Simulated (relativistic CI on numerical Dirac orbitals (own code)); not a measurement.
**S³⁺: one ion under different settings**

Aim: see what numerical and physical settings do to the SCF, the total energy and the lowest levels of S³⁺.

Method: Dirac-Coulomb-Breit CI, KLI orbitals optimised for each configuration, model QED (radiative potential, 1s self-energy scaled to tabulated hydrogen-like ionisation energies), numerical settings as typed. Code: relativistic CI on numerical Dirac orbitals (own code) version 3.

**1. What is computed**

| Item | Value |
| --- | --- |
| ion | S³⁺ (S IV) |
| nuclear charge | 16 |
| electrons | 13 |
| isotope | A = 32 |

**2. The usual input**

Settings of the run:

```ini
atom S  Z=16  charge=3  electrons=13
nucleus A=32  rms_radius_fm=3.2611
hamiltonian dirac-coulomb  breit=on  qed=on  c_scale=1
orbitals kli  potential=per-configuration
slater_scale 1
correlation none
mixing on
grid step=0.0125 r_max=25.7
scf mixing=0.4 start=green max_iterations=150 tolerance=2e-08 node_fill=0.05
configurations
  [Ne] 3s2 3p
  [Ne] 3s 3p2
end
```

The run is started by

```sh
python run_levels.py task.json out
```

task.json lists these runs, among others, and the program works through them in turn.

**3. Breit term off**

Settings: those of step 2 with these lines changed.

```diff
@@ -2,3 +2,3 @@
 nucleus A=32  rms_radius_fm=3.2611
-hamiltonian dirac-coulomb  breit=on  qed=on  c_scale=1
+hamiltonian dirac-coulomb  breit=off  qed=on  c_scale=1
 orbitals kli  potential=per-configuration
```

**4. Tolerance 1e-10**

Settings of the run:

```ini
atom S  Z=16  charge=3  electrons=13
nucleus A=32  rms_radius_fm=3.2611
hamiltonian dirac-coulomb  breit=on  qed=on  c_scale=1
orbitals kli  potential=per-configuration
slater_scale 1
correlation none
mixing on
grid step=0.0125 r_max=25.7
scf mixing=0.4 start=green max_iterations=150 tolerance=1e-10 node_fill=0.05
configurations
  [Ne] 3s2 3p
  [Ne] 3s 3p2
end
```

**5. Speed-of-light factor 1.25**

Settings of the run:

```ini
atom S  Z=16  charge=3  electrons=13
nucleus A=32  rms_radius_fm=3.2611
hamiltonian dirac-coulomb  breit=on  qed=on  c_scale=1.25
orbitals kli  potential=per-configuration
slater_scale 1
correlation none
mixing on
grid step=0.0125 r_max=25.7
scf mixing=0.4 start=green max_iterations=150 tolerance=2e-08 node_fill=0.05
configurations
  [Ne] 3s2 3p
  [Ne] 3s 3p2
end
```

**6. Speed-of-light factor 0.2**

Settings of the run:

```ini
atom S  Z=16  charge=3  electrons=13
nucleus A=32  rms_radius_fm=3.2611
hamiltonian dirac-coulomb  breit=on  qed=on  c_scale=0.2
orbitals kli  potential=per-configuration
slater_scale 1
correlation none
mixing on
grid step=0.0125 r_max=25.7
scf mixing=0.4 start=green max_iterations=73 tolerance=2e-08 node_fill=0.05
configurations
  [Ne] 3s2 3p
  [Ne] 3s 3p2
end
```

**7. Potential mixing 0.001**

Settings of the run:

```ini
atom S  Z=16  charge=3  electrons=13
nucleus A=32  rms_radius_fm=3.2611
hamiltonian dirac-coulomb  breit=on  qed=on  c_scale=1
orbitals kli  potential=per-configuration
slater_scale 1
correlation none
mixing on
grid step=0.0125 r_max=25.7
scf mixing=0.001 start=green max_iterations=84 tolerance=2e-08 node_fill=0.05
configurations
  [Ne] 3s2 3p
  [Ne] 3s 3p2
end
```

(Steps that only read results are left out.)

Q: Predict the outcome of this session. Wanted: lowest level, usual settings; total energy; first excitation.

The runs gave:

| setting | total energy less usual (Ha) | largest shift of a level among the lowest eight of both runs, same label and place (cm⁻¹) | SCF iterations | time | lowest level | kind of change |
| --- | --- | --- | --- | --- | --- | --- |
| usual | 0 | 0 | 20 | 0.067 s | 3p 2P°1/2 | - |
| Breit term off | -0.0873 | 58.6 | 20 | 0.066 s | 3p 2P°1/2 | model term |
| tolerance 1e-10 | 0 | 0 | 25 | 0.071 s | 3p 2P°1/2 | numerical |
| speed-of-light factor 1.25 | 0.373 | 795 | 19 | 0.069 s | 3p 2P°1/2 | unphysical constant |
| speed-of-light factor 0.2 | -30.2 | 60400 | 20 | 0.068 s | 3p 2P°1/2 | unsound |
| potential mixing 0.001 | 0 | 0 | 29 | 0.079 s | 3p 2P°1/2 | extreme, harmless here |

```
                    quantity         value
lowest level, usual settings     3p 2P°1/2
                total energy  -396.0512 Ha
            first excitation    962.8 cm⁻¹
```

Among the runs whose levels can be followed, they move most under «speed-of-light factor 0.2» (unsound), by up to 60400 cm⁻¹. No visible change in the result comes from «tolerance 1e-10» or «potential mixing 0.001». Only the listed configurations are in the model. Near neutrality, missing correlation can shift configurations against each other by thousands of cm⁻¹.
